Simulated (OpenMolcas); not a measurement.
**BSiH2ClO (SMILES ClB1O[SiH2]1): levels of theory compared**

Wanted: a comparison of 6 runs (HF/3-21G, HF/def2-SVP, HF/6-31+G*, r2SCANh/Ahlrichs_VDZ, PBE0/def2-SVP, SOS-MP2/cc-pV(T+d)Z) of BSiH2ClO. 

Program for the calculation: OpenMolcas 26.06.

12 further runs of the same task are left out: 2 that didn't finish, 10 set aside as unsound or not needed.

## (1) The structure to begin with

BSiH2ClO has 6 atoms, charge 0, and is taken as a singlet. As SMILES, `ClB1O[SiH2]1`. The coordinates come from a GFN2-xTB relaxation.

Bond lengths: Cl1–B2 1.692 Å, B2–O3 1.330 Å, B2–Si4 1.891 Å, O3–Si4 1.799 Å, Si4–H5 1.456 Å, Si4–H6 1.456 Å. Angles: Cl1–B2–O3 132.4°, Cl1–B2–Si4 162.3°, O3–B2–Si4 65.2°, B2–O3–Si4 72.6°, B2–Si4–O3 42.2°, B2–Si4–H5 121.2°, B2–Si4–H6 121.0°, O3–Si4–H5 103.9°, O3–Si4–H6 104.0°, H5–Si4–H6 112.2°.

## (2) Energy and forces at HF/3-21G (run 1)

test.inp

```
* BClH2OSi Hartree-Fock
&GATEWAY
BasLib=$CurrDir
Coord
6
bohr
Cl    -0.22759861    -5.07892242     0.90156944
B     -0.19611578    -1.93918026     0.29776415
O     -1.92273964    -0.37643344    -0.64783591
Si     0.85134052     1.46691880     0.03189858
H      1.52791916     2.56358356    -2.39981990
H     -0.03280565     3.36405265     1.81642365
Basis=3-21G
Group=NoSym
&SEWARD
&SCF
Thresholds=1e-10 1e-07 1e-07 1e-05
PrOrbitals=1
&ALASKA
```

The basis set 3-21G is read from a file made from the Basis Set Exchange's data (not shown).

Started as:

```console
export MOLCAS_MEM=1860
pymolcas test.inp > test.log
```

What it wrote:

```text
--- Start Module: gateway ---
[...]
--- Stop Module: gateway /rc=_RC_ALL_IS_WELL_ ---
[...]
      Basis functions           48
[...]
--- Start Module: scf ---
[...]
       Convergence after  14 Iterations
[...]
::    Total SCF energy                               -844.8792836350
[...]
      Total spin, S                                     0.0000000000
[...]
      Total electronic charge=   46.000000
      Total            charge=   -0.000000
[...]
      Dipole Moment (debye):
      Origin of the operator (angstrom)=   -0.0895   -0.9089    0.1424
                   X=  2.4446E+00               Y=  2.2337E+00               Z=  4.7364E-01           Total=  3.3451E+00
      Quadrupole Moment (debye*angstrom):
[...]
--- Stop Module: scf /rc=_RC_ALL_IS_WELL_ ---
--- Start Module: alaska ---
[...]
 *              Molecular gradients               *
 **************************************************
  Irreducible representation: a
 ------------------------------------------------------------------------------------------
                              X                       Y                       Z
 ------------------------------------------------------------------------------------------
  CL1              -2.69038029840607E-03    3.49782612665415E-02   -7.76852162616404E-03
  B2                6.70283188219312E-03   -5.09356969699959E-03    3.56787169299810E-03
  O3                4.92243923653923E-03    4.56091004895587E-03    8.64354358146358E-04
  SI4               1.06061600135305E-02   -2.14039562001052E-02    8.36489705593335E-03
  H5               -1.20250347891773E-02   -5.26299087594984E-03    3.35263006006103E-03
  H6               -7.51601604467522E-03   -7.77865454243187E-03   -8.38123154096193E-03
 ------------------------------------------------------------------------------------------
--- Stop Module: alaska /rc=_RC_ALL_IS_WELL_ ---
[...]
```

Wall time 2.1 s (1 thread of Arm Neoverse V2, shared host); peak memory 0.38 GiB.

## (3) Energy and forces at HF/def2-SVP (run 2)

coord.xyz

```xyz
6

Cl    -0.120440    -2.687650     0.477090
B     -0.103780    -1.026170     0.157570
O     -1.017470    -0.199200    -0.342820
Si     0.450510     0.776260     0.016880
H      0.808540     1.356590    -1.269930
H     -0.017360     1.780180     0.961210
```

mol.input

```
* BClH2OSi Hartree-Fock
&GATEWAY
BasLib=$CurrDir
Coord=coord.xyz
Basis=def2-SVP
Group=NoSym
&SEWARD
&SCF
Thresholds=1e-10 1e-07 1e-07 1e-05
PrOrbitals=1 2
&ALASKA
```

The basis set def2-SVP is read from a file made from the Basis Set Exchange's data (not shown).

Started as:

```console
export MOLCAS_MEM=1860
pymolcas mol.input > mol.log
```

What it wrote:

```text
--- Start Module: gateway ---
[...]
--- Stop Module: gateway /rc=_RC_ALL_IS_WELL_ ---
[...]
      Basis functions           74
[...]
--- Start Module: scf ---
[...]
       Convergence after  14 Iterations
[...]
::    Total SCF energy                               -848.8775469540
[...]
      Total spin, S                                     0.0000000000
[...]
      Total electronic charge=   46.000000
      Total            charge=   -0.000000
[...]
      Dipole Moment (debye):
      Origin of the operator (angstrom)=   -0.0895   -0.9089    0.1424
                   X=  2.0792E+00               Y=  1.2650E+00               Z=  5.2697E-01           Total=  2.4902E+00
      Quadrupole Moment (debye*angstrom):
[...]
--- Stop Module: scf /rc=_RC_ALL_IS_WELL_ ---
[...]
--- Start Module: alaska ---
[...]
 *              Molecular gradients               *
 **************************************************
  Irreducible representation: a
 ------------------------------------------------------------------------------------------
                              X                       Y                       Z
 ------------------------------------------------------------------------------------------
  CL1              -1.37455350352167E-03    2.84427953955024E-02   -6.00269567390921E-03
  B2                2.10142838544831E-02   -2.82858699634754E-02    1.33709341778041E-02
  O3               -2.88285011923861E-02    1.42607865009241E-02   -1.35959927962430E-02
  SI4               2.90006048877274E-02   -1.30387367694418E-03    1.13430101762702E-02
  H5               -1.18558744327781E-02   -5.45096084857821E-03    2.50507023257107E-03
  H6               -7.95595961356743E-03   -7.66287740747540E-03   -7.62032611647578E-03
 ------------------------------------------------------------------------------------------
--- Stop Module: alaska /rc=_RC_ALL_IS_WELL_ ---
[...]
```

It took 4.5 s on 1 thread of Arm Neoverse V2, shared host; peak memory 0.43 GiB.

## (4) Energy and forces at HF/6-31+G(d) (spherical functions) (run 3)

run.inp

```
* BClH2OSi Hartree-Fock

&GATEWAY
 BasLib=$CurrDir
 Coord
 6
 angstrom
 Cl      -0.120440      -2.687650       0.477090
 B       -0.103780      -1.026170       0.157570
 O       -1.017470      -0.199200      -0.342820
 Si       0.450510       0.776260       0.016880
 H        0.808540       1.356590      -1.269930
 H       -0.017360       1.780180       0.961210
 Basis=6-31pGs
 Group=NoSym

&SEWARD

&SCF
 Thresholds=1e-10 1e-07 1e-07 1e-05
 PrOrbitals=1 2

&ALASKA
```

The basis set 6-31+G* is read from a file made from the Basis Set Exchange's data (not shown).

Started as:

```console
export MOLCAS_MEM=1860
pymolcas run.inp > run.log
```

What it wrote:

```text
--- Start Module: gateway ---
[...]
--- Stop Module: gateway /rc=_RC_ALL_IS_WELL_ ---
[...]
      Basis functions           84
[...]
--- Start Module: scf ---
[...]
       Convergence after  16 Iterations
[...]
::    Total SCF energy                               -849.1589589426
[...]
      Total spin, S                                     0.0000000000
[...]
      Total electronic charge=   46.000000
      Total            charge=   -0.000000
[...]
      Dipole Moment (debye):
      Origin of the operator (angstrom)=   -0.0895   -0.9089    0.1424
                   X=  2.2849E+00               Y=  1.5545E+00               Z=  5.4721E-01           Total=  2.8172E+00
      Quadrupole Moment (debye*angstrom):
[...]
--- Stop Module: scf /rc=_RC_ALL_IS_WELL_ ---
[...]
--- Start Module: alaska ---
[...]
 *              Molecular gradients               *
 **************************************************
  Irreducible representation: a
 ------------------------------------------------------------------------------------------
                              X                       Y                       Z
 ------------------------------------------------------------------------------------------
  CL1              -1.55938755521567E-03    2.53115040899594E-02   -5.45662166833161E-03
  B2                1.78413844557417E-02   -2.50473271081249E-02    1.15496411324263E-02
  O3               -2.71653247899799E-02    1.09740057649015E-02   -1.23388094754970E-02
  SI4               3.08075330942010E-02   -1.25570868434366E-03    1.20031024693099E-02
  H5               -1.11808949758547E-02   -4.25784273412066E-03    2.11332092804106E-04
  H6               -8.74331022892605E-03   -5.72463132835788E-03   -5.96864455069701E-03
 ------------------------------------------------------------------------------------------
--- Stop Module: alaska /rc=_RC_ALL_IS_WELL_ ---
[...]
```

Run time: 8.7 s. Hardware: 1 thread of Arm Neoverse V2, shared host; peak memory 0.46 GiB.

Runs 4 to 5 aren't shown in full; the table further down has their settings and results.

## (5) The energy at SOS-MP2/cc-pV(T+d)Z (RICD fitting) (run 6)

run.inp

```
* BClH2OSi SOS-MP2

&GATEWAY
 BasLib = $CurrDir
 Coord
 6
 angstrom
 Cl      -0.120440      -2.687650       0.477090
 B       -0.103780      -1.026170       0.157570
 O       -1.017470      -0.199200      -0.342820
 Si       0.450510       0.776260       0.016880
 H        0.808540       1.356590      -1.269930
 H       -0.017360       1.780180       0.961210
 Basis = cc-pVTpdZ
 Group = NoSym
 RICD

&SEWARD

&SCF
 PrOrbitals = 1

&MBPT2
 SOSMP2
 Frozen = 12
```

The basis set cc-pV(T+d)Z is read from a file made from the Basis Set Exchange's data (not shown).

Started as:

```console
export MOLCAS_MEM=1860
pymolcas run.inp > run.log
```

What it wrote:

```text
--- Start Module: gateway ---
[...]
--- Stop Module: gateway /rc=_RC_ALL_IS_WELL_ ---
[...]
      Basis functions          166
[...]
--- Start Module: scf ---
[...]
       Convergence after  12 Iterations
[...]
::    Total SCF energy                               -849.2699175902
[...]
      Total spin, S                                     0.0000000000
[...]
      Total electronic charge=   46.000000
      Total            charge=   -0.000000
[...]
      Dipole Moment (debye):
      Origin of the operator (angstrom)=   -0.0895   -0.9089    0.1424
                   X=  1.9393E+00               Y=  1.3482E+00               Z=  4.5923E-01           Total=  2.4061E+00
      Quadrupole Moment (debye*angstrom):
[...]
--- Stop Module: scf /rc=_RC_ALL_IS_WELL_ ---
[...]
--- Start Module: mbpt2 ---
[...]
WARNING!
Default frozen orbitals as non valence orbitals is overwritten by user input.
Default values:   9
[...]
::    Total MBPT2 energy                             -849.8933215085
[...]
--- Stop Module: mbpt2 /rc=_RC_ALL_IS_WELL_ ---
[...]
```

Wall time 13 s (1 thread of Arm Neoverse V2, shared host).

## (6) All runs side by side

| run | level | integral approximation | task | energy (Eh) | dipole moment (D) of the reference | HOMO energy (eV) | LUMO energy (eV) | wall time |
| --- | --- | --- | --- | --- | --- | --- | --- | --- |
| 1 | HF/3-21G | none | gradient | -844.879284 | 3.35 | -10.41 | 1.76 | 2.1 s |
| 2 | HF/def2-SVP | none | gradient | -848.877547 | 2.49 | -10.20 | 2.03 | 4.5 s |
| 3 | HF/6-31+G* (spherical functions) | none | gradient | -849.158959 | 2.82 | -10.27 | 1.04 | 8.7 s |
| 4 | r2SCANh/Ahlrichs_VDZ (Cholesky decomposition) | CD low | energy | -850.497400 | 2.45 | -7.26 | -1.75 | 4.2 s |
| 5 | PBE0/def2-SVP | none | gradient | -850.323373 | 1.75 | -7.45 | -1.23 | 17 s |
| 6 | SOS-MP2/cc-pV(T+d)Z (RICD fitting) | RICD | energy | -849.893322 | 2.41 | -10.17 | 1.76 | 13 s |

## (7) Summary of results

```
                                           quantity          value
                                run 6: total energy  -849.89332 Eh
          run 6: dipole moment (mean-field density)         2.41 D
         run 6: HOMO energy (Hartree–Fock orbitals)      -10.17 eV
         run 6: LUMO energy (Hartree–Fock orbitals)        1.76 eV
       run 6: HOMO–LUMO gap (Hartree–Fock orbitals)       11.93 eV
run 6: correlation energy (12 core orbitals frozen)     -623.4 mEh
```

What this shows: Over runs 1, 2, 3, 4, 5 the dipole moment (its size) runs from 1.75 D (PBE0/def2-SVP) to 3.35 D (HF/3-21G). The two ends differ in method and basis. Over runs 1, 2, 3, 4, 5 the HOMO–LUMO gap runs from 5.51 eV (r2SCANh/Ahlrichs_VDZ) to 12.23 eV (HF/def2-SVP). Totals of different functionals can't be ranked against each other. All runs together took 50 s, the longest 17 s.
